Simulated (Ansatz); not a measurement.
# Co3O4: the cost of one run

Program: Ansatz 0.2.0. Level of theory: DFT PBEsol, scalar-relativistic, plane waves, PAW. These are calculated values, not measurements.

**1. The structure to begin with**

It takes space group Fd-3m (No. 227, cubic). Conventional cell: a = 7.984 Å, b = 7.984 Å, c = 7.984 Å, α = 90.00°, β = 90.00°, γ = 90.00°. Around Co (site symmetry -43m) lie 4 O at 1.90 Å. Around Co (site symmetry -3m) lie 6 O at 1.90 Å. O (site symmetry 3m) is surrounded by 4 Co at 1.90 Å.

Structure file:

```
Co O
1.0
    -2.82278    2.82282    3.99184
     2.82278   -2.82282    3.99184
     2.82278    2.82282   -3.99184
Co O
6 8
Cartesian
  2.8228 -1.4114 2.9939
  0.0000 4.2342 0.9980
  1.4114 1.4114 1.9959
  -1.4114 1.4114 1.9959
  2.8228 0.0000 0.0000
  0.0000 0.0000 3.9918
  2.8228 2.6822 1.8966
  1.2708 1.4114 3.8925
  4.0936 1.4114 0.0993
  1.5520 1.4114 0.0993
  2.8228 0.1406 1.8966
  -1.2708 1.4114 3.8925
  0.0000 0.1406 2.0952
  0.0000 2.6822 2.0952
```

It goes back to an entry of the Materials Project, which need not be the stable form.

This cell was relaxed beforehand with the same method: volume 9.09 Å³/atom, gap on the mesh 0.13 eV, site moments up to 2.1 μB.

**2. Bands, states and charges**

File input.yaml:

```yaml
crystal:
  lattice:
    - [-2.8227763676, 2.8228205777, 3.9918365944]
    - [2.8227763676, -2.8228205777, 3.9918365944]
    - [2.8227763676, 2.8228205777, -3.9918365944]
  atoms:
    - { symbol: Co, position: [0.1249978505, 0.8749978505, 0.25], spin: 2.31 }
    - { symbol: Co, position: [0.8750021495, 0.1250021495, 0.75], spin: 2.31 }
    - { symbol: Co, position: [0.5, 0.5, 0.5], spin: 0.13 }
    - { symbol: Co, position: [0.5, 0.0, 0.0], spin: 0.13 }
    - { symbol: Co, position: [0.0, 0.5, 0.5], spin: 0.13 }
    - { symbol: Co, position: [0.5, 0.5, 0.0], spin: 0.13 }
    - { symbol: O, position: [0.7126582783, 0.7375620794, 0.9750961989] }
    - { symbol: O, position: [0.7375623406, 0.7126580625, 0.4750957219] }
    - { symbol: O, position: [0.2624376594, 0.7375333813, 0.9750957219] }
    - { symbol: O, position: [0.2624376594, 0.2873419375, 0.5249042781] }
    - { symbol: O, position: [0.2624658804, 0.7375620794, 0.5249038011] }
    - { symbol: O, position: [0.7375623406, 0.2624666187, 0.0249042781] }
    - { symbol: O, position: [0.2873417217, 0.2624379206, 0.0249038011] }
    - { symbol: O, position: [0.7375341196, 0.2624379206, 0.4750961989] }
basis:
  ecutwfc: 420
kpoints:
  mp_grid: { grid: [10, 10, 10] }
  band_path:
    path:
      - [[0.0, 0.0, 0.0], [0.50000849, -0.50000849, 0.0], [0.6250062, -0.37501469, 6.37e-06]]
      - [[0.37501224, -0.37501224, 0.37500637], [0.0, 0.0, 0.0], [0.49999967, -1.665e-05, 1.273e-05], [0.5000124, -0.5000124, 0.25000424], [0.50000849, -0.50000849, 0.0]]
    npoints: 10
hamiltonian:
  xc: pbesol
scf:
  occupations: { method: gaussian, width: 0.01 }
  n_extra_bands: 35
output:
  forces: true
  stress: true
  eigenvalues: true
  populations: true
  dos: { projected: true, de: 0.02, nscf_kmesh: { grid: [15, 15, 15] } }
  bader: false
  write_density: true
  write_potential: true
  elf: true
  volumetric_format: npy
magnetization:
  spin_polarized: true
checkpoint:
  read: start.run
  write: ck
  compress: false
  write_wavefunctions: false
  write_every: 100000
```

Command:

```
ansatz run input.yaml --threads 4 --pin off --max-ram 10240MiB --backend cpu --events-out ev --progress --plain --runs-dir out
```

Q: Estimate wall time and peak memory on 4 threads of Intel Xeon Platinum 8259CL at 2.50GHz (Skylake/Cascade Lake), shared host.

About 7 min, with a peak of 5.4 GiB.
